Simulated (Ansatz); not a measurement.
**Isostructural KBa3, RbBa3, CsBa3: table of trends**

The task is a table of trends, for isostructural KBa3, RbBa3, CsBa3.

Program: Ansatz 0.2.0 through its Python package. Level of theory: DFT LDA, plane waves, PAW. These are calculated values, not measurements.

## (1) The structure

KBa3 Fm-3m: It takes space group Fm-3m (No. 225, cubic). Conventional cell: a = 10.260 Å, b = 10.260 Å, c = 10.260 Å, α = 90.00°, β = 90.00°, γ = 90.00°. K (site symmetry m-3m) is surrounded by 8 Ba at 4.44 Å. Ba (site symmetry -43m) has 4 K at 4.44 Å and 4 Ba at 4.44 Å as nearest neighbours. Around Ba (site symmetry m-3m) lie 8 Ba at 4.44 Å.

RbBa3 Fm-3m: Symmetry: Fm-3m, No. 225, cubic system. The conventional cell has a = 10.362 Å, b = 10.362 Å, c = 10.362 Å, α = 90.00°, β = 90.00°, γ = 90.00°. Around Rb (site symmetry m-3m) lie 8 Ba at 4.49 Å. Around Ba (site symmetry -43m) lie 4 Rb at 4.49 Å and 4 Ba at 4.49 Å. Ba (site symmetry m-3m) is surrounded by 8 Ba at 4.49 Å.

CsBa3 Fm-3m: It takes space group Fm-3m (No. 225, cubic). The conventional cell has a = 10.443 Å, b = 10.443 Å, c = 10.443 Å, α = 90.00°, β = 90.00°, γ = 90.00°.

No structure file is read: the coordinates are typed or built in the script.

## (2) The code

kba3_trend.py

```python
"""Trends along isostructural compounds in space group Fm-3m, after relaxing cells and atoms."""

import warnings

import ansatz as az
from ase import Atoms
import matplotlib.pyplot as plt
import numpy as np
from tabulate import tabulate


def ground_state(name, crystal, relax=True):
    calc = (
        crystal.calculation()
        .functional("LDA")
        .basis(16 * az.Ha)
        .kpoints(spacing=0.16)
        .occupations("fermi_dirac", width=0.1)
        .stress()
        .band_table()
    )
    if relax:
        calc = calc.relax(force_tolerance=0.01, max_steps=40, cell=True)
    return calc.run()

def bulk_modulus(name, outcome, step=0.015):
    # B = -V dP/dV from the pressures of two uniformly scaled cells, atoms held at their fractions
    pressure = []
    for factor in (1 - step, 1.0, 1 + step):
        cell = az.Crystal(lattice=az.Lattice.of(outcome.lattice.cell_ang * factor ** (1 / 3)))
        for site in outcome.report["lattice"]["sites"]:
            cell = cell.atom(site["symbol"], site["position_frac"])
        pressure.append(np.trace(ground_state(name, cell, relax=False).report["stress_gpa"]) / 3)
    slope, bend = (pressure[0] - pressure[2]) / (2 * step), abs(pressure[0] + pressure[2] - 2 * pressure[1])
    # a jump of mesh or basis between the cells shows as a kink: no modulus then
    return float(slope) if bend < 12 * step**2 * abs(slope) + 0.15 and abs(pressure[1]) < 1.5 else float("nan")


def volume_per_atom(outcome):
    return abs(np.linalg.det(outcome.lattice.cell_ang)) / len(outcome.lattice.sites)


def main() -> None:
    warnings.simplefilter("ignore", az.DeckWarning)

    phases = {}
    atoms = Atoms(
        ["K", "Ba", "Ba", "Ba"],
        scaled_positions=[
            (0.0, 0.0, 0.0),
            (0.25, 0.25, 0.25),
            (0.75, 0.75, 0.75),
            (0.5, 0.5, 0.5),
        ],
        cell=[
            (0.0, 5.130166, 5.130166),
            (5.130166, 0.0, 5.130166),
            (5.130166, 5.130166, 0.0),
        ],
        pbc=True,
    )
    kba3 = az.Crystal.from_ase(atoms)
    phases["KBa3"] = kba3
    rbba3 = (
        az.Lattice.of((0.0, 5.181155, 5.181155), (5.181155, 0.0, 5.181155), (5.181155, 5.181155, 0.0))
        .atom("Rb", (0.0, 0.0, 0.0))
        .atom("Ba", (0.25, 0.25, 0.25))
        .atom("Ba", (0.75, 0.75, 0.75))
        .atom("Ba", (0.5, 0.5, 0.5))
    )
    phases["RbBa3"] = rbba3
    csba3 = (
        az.Lattice.from_parameters(7.384011, 7.384011, 7.384011, alpha=60.0, beta=60.0, gamma=60.0)
        .atom("Cs", (0.0, 0.0, 0.0))
        .atom("Ba", (0.25, 0.25, 0.25))
        .atom("Ba", (0.75, 0.75, 0.75))
        .atom("Ba", (0.5, 0.5, 0.5))
    )
    phases["CsBa3"] = csba3

    done = {}
    for name, crystal in phases.items():
        done[name] = ground_state(name, crystal)
        print(f"{name}: {done[name].report['energy_sigma0_ev']:.4f} eV, {len(done[name].lattice.sites)} atoms")

    rows = [(name, volume_per_atom(o), bulk_modulus(name, o)) for name, o in done.items()]
    print(tabulate(rows, headers=["compound", "V (A^3/atom)", "B (GPa)"], floatfmt=".4f", tablefmt="github"))
    plt.figure(figsize=(4.5, 3))
    plt.bar([row[0] for row in rows], [row[1] for row in rows])
    plt.ylabel("V (A^3/atom)")
    plt.tight_layout()
    plt.savefig("trend.png", dpi=100)


if __name__ == "__main__":
    main()
```

## (3) The calls as engine input

The package turns the script's settings into the engine's input (first run):

```yaml
crystal:
  lattice:
    - [0.0, 5.130166, 5.130166]
    - [5.130166, 0.0, 5.130166]
    - [5.130166, 5.130166, 0.0]
  atoms:
    - { symbol: K, position: [0.0, 0.0, 0.0] }
    - { symbol: Ba, position: [0.25, 0.25, 0.25] }
    - { symbol: Ba, position: [0.75, 0.75, 0.75] }
    - { symbol: Ba, position: [0.5, 0.5, 0.5] }
basis:
  ecutwfc: 435.382179935808
kpoints:
  mp_grid:
    kspacing: 0.16
hamiltonian:
  xc: lda
scf:
  occupations:
    method: fermi_dirac
    width: 0.1
relax:
  f_tol: 0.01
  max_steps: 40
  cell: {}
output:
  stress: true
  eigenvalues: true
```

## (4) Running it

Launch:

```console
$ python kba3_trend.py
```

Q: Predict the main results. Wanted: KBa3; RbBa3; CsBa3.

As calculated:

| quantity | value |
| --- | --- |
| runs compared | 12 |
| KBa3 (run 1): relaxed volume, space group | 56.82 Å³/atom, Fm-3m |
| RbBa3 (run 2): relaxed volume, space group | 58.61 Å³/atom, Fm-3m |
| CsBa3 (run 3): relaxed volume, space group | 59.08 Å³/atom, Fm-3m |

By relaxed volume an atom the order is KBa3 (run 1) < RbBa3 (run 2) < CsBa3 (run 3). In CPU time, run 2 cost about 6 times as much as run 6. In run 1, over 3 moves the cell shrank by 15.8 % in volume, and the space group stayed Fm-3m. In run 3, over 2 moves the cell shrank by 17.0 % in volume, and the space group stayed Fm-3m. What to keep in mind:
- Pressure is positive in compression.
- Some members of the series are computed structures and not known phases.
